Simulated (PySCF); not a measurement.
# C7H8BN: the cost of one run

Computed with PySCF 2.14.0 and routines of our own; the level stands in each step. Atoms count from 0.

## Step 1: The starting structure

17 atoms, charge 0, multiplicity 1; geometry from: GFN2-xTB.

## Step 2: Magnetic properties: GIAO B3LYP/pcSseg-1

The job: settings as JSON, then the geometry in Å.

```
{"job": {"kind": "mag", "xc": "B3LYP", "basis": "pcSseg-1", "isotopologues": 0}, "charge": 0, "multiplicity": 1}
C      1.547380     3.988477     2.043146
C      1.420496     2.883614     1.578134
C      1.279687     1.639283     1.052003
C      1.158511     0.526433     0.581906
B      0.992048    -0.861118    -0.007860
N      2.037714    -1.771682     0.109192
C     -0.325192    -1.267348    -0.734689
C     -1.376013    -0.466963    -0.902403
C     -2.642991    -0.838636    -1.596701
H      1.657065     4.948312     2.449979
H      2.909380    -1.565892     0.567059
H      1.993472    -2.706916    -0.257776
H     -0.399816    -2.274101    -1.138324
H     -1.342717     0.545700    -0.517796
H     -2.814452    -0.174444    -2.444322
H     -2.611412    -1.865530    -1.955233
H     -3.490160    -0.727159    -0.919429
```

Method: GIAO B3LYP/pcSseg-1 magnetisability, rotational g tensor and spin-rotation constants, non-relativistic, gas phase.

Launch:

```
$ OMP_NUM_THREADS=1 python excited_run.py task.json out
```

The driver reads the jobs from task.json and runs them one after another.

**Question.** How long does this first job take on 1 thread of Arm Neoverse N1, shared host, and how much memory does it need?

About 58 s, with a peak of 0.94 GiB.
